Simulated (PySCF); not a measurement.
# The bond of LiTe−, level by level

One table from this session's results is given with a row withheld; the runs are named, their logs left out.

Computed with PySCF 2.14.0. Level: Li aug-cc-pVDZ, Te aug-cc-pVDZ-PP with ECP28, scalar-relativistic core potentials.

Set-up of the first run:

A driver script around PySCF takes these settings:

| Quantity | Value |
| --- | --- |
| atoms | Li, Te |
| charge | -1 |
| basis | Li aug-cc-pVDZ, Te aug-cc-pVDZ-PP with ECP28 |
| Hamiltonian | scalar-relativistic core potentials |
| basis functions | 55 |
| electrons treated | 28 |
| masses in u | 7.0160, 129.9062 |
| levels | PBE0, PBE, r²SCAN, B97-3, LDA, M06-2X, LC-ωPBE, HF, MP2, SCS-MP2, CCSD, CCSD(T) |
| grid | 80 radial by 434 angular points |
| occupations | held fixed by the projection of orbital angular momentum |
| dissociation limit | Li + Te−, each in its ground configuration |
| starting distance in angstrom | 2.705 |
| values of 2S to try | 0, 2 |

The run is started by

```
OMP_NUM_THREADS=1 python dia.py task.json out
```

Steps of the session up to this table: Input; First curve: PBE0; Excited determinants; PBE (GGA); r²SCAN (meta-GGA); B97-3 (global hybrid GGA); LDA; M06-2X; LC-ωPBE; RHF; Adding correlation.

One table of the session follows, with a row left open; its other results are not shown here.

It belongs to the step «Constants by level of theory». Differences from CCSD(T) in the same basis:

| level | Re (mÅ) | ωe (%) |
| --- | --- | --- |
| RHF | -4 | +8.2 |
| RHF-MP2 | -2 | +2.1 |
| RHF-SCS-MP2 | -7 | +1.9 |
| RHF-CCSD | -12 | +2.7 |
| LDA | -31 | +4.7 |
| PBE | ? | ? |
| r²SCAN | -5 | +4.5 |
| PBE0 | -14 | +5.4 |
| B97-3 | -14 | +5.5 |
| M06-2X | -22 | +7.3 |
| LC-ωPBE | -40 | +11.1 |

**Question.** Estimate the row for PBE.

As computed: Re (mÅ): +7; ωe (%): +0.5. In the column «Re (mÅ)» it is the highest.
